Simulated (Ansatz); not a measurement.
# Br3FSn: the cost of one run

Method: the settings change from run to run; program: Ansatz 0.2.0, Gaussian basis.

## (1) The molecule

The geometry comes from an earlier relaxation with PBE0-D4 in a triple-zeta def2 set; it is a stationary point. Sn takes a core potential in def2 sets; no spin-orbit term is included.

5 atoms, charge 0, spin multiplicity 1.

Atoms are counted from 1 here; the program's logs count them from 0.

Bond lengths: F1–Sn2 1.898 Å, Sn2–Br3 2.433 Å, Sn2–Br4 2.433 Å, Sn2–Br5 2.433 Å. Angles: F1–Sn2–Br3 106.7°, F1–Sn2–Br4 106.7°, F1–Sn2–Br5 106.7°, Br3–Sn2–Br4 112.1°, Br3–Sn2–Br5 112.1°, Br4–Sn2–Br5 112.0°.

As a file:

| atom | x (Å) | y (Å) | z (Å) |
| --- | --- | --- | --- |
| F1 | -0.55976 | -0.10815 | 1.84292 |
| Sn2 | -0.00212 | -0.01673 | 0.03101 |
| Br3 | 1.96886 | -1.42981 | -0.16824 |
| Br4 | -1.85516 | -0.83831 | -1.31532 |
| Br5 | 0.49798 | 2.31930 | -0.43178 |

## (2) r2SCAN0/def2-mTZVP

This run has D3(BJ) with three-body dispersion.

in.yaml

```yaml
crystal:
  periodic: [false, false, false]
  atoms:
    - {symbol: F, position_ang: [-0.559761, -0.108147, 1.842921]}
    - {symbol: Sn, position_ang: [-0.002120, -0.016734, 0.031014]}
    - {symbol: Br, position_ang: [1.968856, -1.429808, -0.168236]}
    - {symbol: Br, position_ang: [-1.855155, -0.838311, -1.315316]}
    - {symbol: Br, position_ang: [0.497981, 2.319300, -0.431784]}
basis:
  gaussian: {orbitals: def2-mTZVP}
hamiltonian: {xc: {name: r2SCAN0}, dispersion: d3bjatm}
```

Launch:

```sh
$ ansatz run in.yaml --threads 4 --pin off --events-out ev --progress --plain --max-ram 11315MiB
```

Q: Estimate wall time and peak memory on 4 threads of Arm Neoverse V1, shared host.

About 6.5 s, with a peak of 0.62 GiB.
